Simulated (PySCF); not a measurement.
**SiClOF2 (SMILES [O][Si](F)(F)Cl): UMP2/3-21G**

What is the vertical ionisation energy of SiClOF2 at UMP2/3-21G? The job is set up through a Python script.

Program for the calculation: PySCF 2.14.0.

## 1. Starting point

SiClOF2: 5 atoms, total charge 0, spin state doublet. SMILES: `[O][Si](F)(F)Cl`. Geometry: relaxed at PBE0-D4/def2-TZVP.

Bond lengths: O1–Si2 1.641 Å, Si2–F3 1.569 Å, Si2–F4 1.569 Å, Si2–Cl5 2.005 Å. Angles: O1–Si2–F3 112.3°, O1–Si2–F4 112.3°, O1–Si2–Cl5 102.8°, F3–Si2–F4 106.3°, F3–Si2–Cl5 111.7°, F4–Si2–Cl5 111.7°.

## 2. A single-point energy at UMP2/3-21G

Contents of job.py:

```python
from pyscf import gto, scf, mp

mol = gto.M(
    atom='''
O     -0.327112     0.092030     3.065892
Si     0.134171    -0.174233     0.010582
F     -0.707891    -2.821928    -1.025554
F      2.988980     0.140596    -0.725466
Cl    -1.993850     2.624263    -1.403689
''',
    max_memory=1860,
    basis='3-21g',
    unit='bohr',
    verbose=3,
    spin=1,
)

mf = scf.UHF(mol)
mf.conv_tol = 1e-10
mf.kernel()
if not mf.converged:
    mf = mf.newton().run(mf.mo_coeff, mf.mo_occ)

pt = mp.MP2(mf, frozen=13).run()
etot = pt.e_tot
print('Final energy', etot)
```

The run is started by

```
$ OMP_NUM_THREADS=1 python job.py
```

Standard output:

```text
converged SCF energy = -1017.10796565655  <S^2> = 0.7530922  2S+1 = 2.0030898
E(UMP2) = -1017.51396893555  E_corr = -0.40600327900128
E(SCS-UMP2) = -1017.50181638297  E_corr = -0.39385072642518
Final energy -1017.5139689355483
```

Run time: 1.2 s. Hardware: 1 thread of Arm Neoverse V1, shared host; peak memory 0.13 GiB.

## 3. The singlet cation

Contents of run.py:

```python
from pyscf import gto, mp

system = gto.M(
    atom='''
O     -0.327112     0.092030     3.065892
Si     0.134171    -0.174233     0.010582
F     -0.707891    -2.821928    -1.025554
F      2.988980     0.140596    -0.725466
Cl    -1.993850     2.624263    -1.403689
''',
    basis='3-21g',
    charge=1,
    verbose=4,
    unit='bohr',
    max_memory=1860,
)

calc0 = system.RHF()
calc0.conv_tol = 1e-10
calc0.kernel()
if not calc0.converged:
    calc0 = calc0.newton().run(calc0.mo_coeff, calc0.mo_occ)

pt = mp.MP2(calc0, frozen=13).run()
e_tot = pt.e_tot
print('Final energy', e_tot)
```

The run is started by

```
$ OMP_NUM_THREADS=1 python run.py
```

Standard output:

```text
PySCF version 2.14.0

[INPUT] num. atoms = 5
[INPUT] num. electrons = 56
[INPUT] charge = 1
[INPUT] spin (= nelec alpha-beta = 2S) = 0
[INPUT] symmetry False subgroup None
[INPUT] Mole.unit = bohr
[INPUT] Symbol           X                Y                Z      unit          X                Y                Z       unit  Magmom
[INPUT]  1 O     -0.173100215818   0.048700178721   1.622400177542 AA   -0.327112000000   0.092030000000   3.065892000000 Bohr   0.0
[INPUT]  2 Si     0.071000235566  -0.092200132990   0.005599753246 AA    0.134171000000  -0.174233000000   0.010582000000 Bohr   0.0
[INPUT]  3 F     -0.374599785015  -1.493299988457  -0.542699805368 AA   -0.707891000000  -2.821928000000  -1.025554000000 Bohr   0.0
[INPUT]  4 F      1.581700099896   0.074400199147  -0.383900074497 AA    2.988980000000   0.140596000000  -0.725466000000 Bohr   0.0
[INPUT]  5 Cl    -1.055099981993   1.388700175061  -0.742800230019 AA   -1.993850000000   2.624263000000  -1.403689000000 Bohr   0.0

nuclear repulsion = 309.297018349976
number of shells = 29
number of NR pGTOs = 99
number of NR cGTOs = 53
basis = 3-21g
ecp = {}

******** <class 'pyscf.scf.hf.RHF'> ********
method = RHF
initial guess = minao
damping factor = 0
level_shift factor = 0
DIIS = <class 'pyscf.scf.diis.CDIIS'>
diis_start_cycle = 1
diis_space = 8
diis_damp = 0
SCF conv_tol = 1e-10
SCF conv_tol_grad = None
SCF max_cycles = 50
direct_scf = True
direct_scf_tol = 1e-13
Set gradient conv threshold to 1e-05
Initial guess from minao.
init E= -1016.90705068318
  HOMO = -0.459191308923376  LUMO = -0.435123492969463  gap/eV = 0.65492
cycle= 1 E= -1016.38171674044  delta_E= 0.525  |g|= 0.705  |ddm|= 2.32
  HOMO = -0.806498967796218  LUMO = -0.526761933872956  gap/eV = 7.61203
cycle= 2 E= -1016.49888780078  delta_E= -0.117  |g|= 0.437  |ddm|= 1.07
  HOMO = -0.77744336759027  LUMO = -0.506184511447731  gap/eV = 7.38133
cycle= 3 E= -1016.53068564444  delta_E= -0.0318  |g|= 0.0849  |ddm|= 0.347
  HOMO = -0.773367546174466  LUMO = -0.463567366285377  gap/eV = 8.43009
cycle= 4 E= -1016.53608185136  delta_E= -0.0054  |g|= 0.0864  |ddm|= 0.175
  HOMO = -0.768245458764993  LUMO = -0.466819078654238  gap/eV = 8.20223
cycle= 5 E= -1016.53863933659  delta_E= -0.00256  |g|= 0.0339  |ddm|= 0.0826
  HOMO = -0.770956484124357  LUMO = -0.465692809497923  gap/eV = 8.30665
cycle= 6 E= -1016.54025249165  delta_E= -0.00161  |g|= 0.015  |ddm|= 0.116
  HOMO = -0.769891479350692  LUMO = -0.465831289322343  gap/eV = 8.27390
cycle= 7 E= -1016.54068575057  delta_E= -0.000433  |g|= 0.00564  |ddm|= 0.072
  HOMO = -0.770626884647035  LUMO = -0.466754955473706  gap/eV = 8.26878
cycle= 8 E= -1016.54076403801  delta_E= -7.83e-05  |g|= 0.00333  |ddm|= 0.0294
  HOMO = -0.77039038828616  LUMO = -0.466966752118467  gap/eV = 8.25658
cycle= 9 E= -1016.5407886693  delta_E= -2.46e-05  |g|= 0.00242  |ddm|= 0.0125
  HOMO = -0.770276940621866  LUMO = -0.467103002189144  gap/eV = 8.24978
cycle= 10 E= -1016.54080991988  delta_E= -2.13e-05  |g|= 0.00167  |ddm|= 0.0115
  HOMO = -0.769795179102295  LUMO = -0.467208996199748  gap/eV = 8.23379
cycle= 11 E= -1016.54082646076  delta_E= -1.65e-05  |g|= 0.000502  |ddm|= 0.0177
  HOMO = -0.769591570533728  LUMO = -0.467278482880582  gap/eV = 8.22636
cycle= 12 E= -1016.5408273898  delta_E= -9.29e-07  |g|= 0.000131  |ddm|= 0.00426
  HOMO = -0.769581802912873  LUMO = -0.467284235068222  gap/eV = 8.22594
cycle= 13 E= -1016.54082742504  delta_E= -3.52e-08  |g|= 7.38e-05  |ddm|= 0.000659
  HOMO = -0.769563844090601  LUMO = -0.467279814683768  gap/eV = 8.22557
cycle= 14 E= -1016.54082743102  delta_E= -5.98e-09  |g|= 1.55e-05  |ddm|= 0.000281
  HOMO = -0.769557894232866  LUMO = -0.46728371133376  gap/eV = 8.22530
cycle= 15 E= -1016.5408274314  delta_E= -3.83e-10  |g|= 3.05e-06  |ddm|= 7.63e-05
  HOMO = -0.769557586251172  LUMO = -0.467284497545383  gap/eV = 8.22527
cycle= 16 E= -1016.54082743141  delta_E= -7.73e-12  |g|= 1.38e-06  |ddm|= 8.74e-06
  HOMO = -0.769557583139206  LUMO = -0.467284486953873  gap/eV = 8.22527
Extra cycle  E= -1016.54082743141  delta_E= -1.59e-12  |g|= 8.38e-07  |ddm|= 2.11e-06
converged SCF energy = -1016.54082743141

******** <class 'pyscf.mp.mp2.RMP2'> ********
nocc = 15, nmo = 40
frozen orbitals 13
E(RMP2) = -1016.97822128575  E_corr = -0.437393854334467
E(SCS-RMP2) = -1016.96843072276  E_corr = -0.427603291351249
E_corr(same-spin) = -0.112233846750128
E_corr(oppo-spin) = -0.325160007584338
Final energy -1016.9782212857452
```

It took 0.99 s on 1 thread of Arm Neoverse V1, shared host; peak memory 0.13 GiB.

## 4. What came out

At UMP2/3-21G, 13 core orbitals frozen:

```
                                                                   quantity           value
                                              doublet SiClOF2: total energy  -1017.51397 Eh
                      doublet SiClOF2: dipole moment (Hartree–Fock density)          0.50 D
doublet SiClOF2: HOMO energy (Hartree–Fock orbitals) (highest over α and β)       -14.22 eV
 doublet SiClOF2: LUMO energy (Hartree–Fock orbitals) (lowest over α and β)         0.69 eV
              doublet SiClOF2: correlation energy (13 core orbitals frozen)      -406.0 mEh
                         doublet SiClOF2: ⟨S²⟩ of the reference determinant           0.753
                                               singlet cation: total energy  -1016.97822 Eh
                        singlet cation: HOMO energy (Hartree–Fock orbitals)       -20.94 eV
                        singlet cation: LUMO energy (Hartree–Fock orbitals)       -12.72 eV
                      singlet cation: HOMO–LUMO gap (Hartree–Fock orbitals)         8.23 eV
               singlet cation: correlation energy (13 core orbitals frozen)      -437.4 mEh
                         vertical ionisation energy (to the singlet cation)       14.578 eV
```

In words: The vertical ionisation energy comes to 14.58 eV (1407 kJ/mol). Only the singlet of the ionised species was computed; a triplet could lie lower. Mulliken charges (singlet cation) of the mean-field density run from -0.42 on F3 to +1.89 on Si2; they depend strongly on the basis.
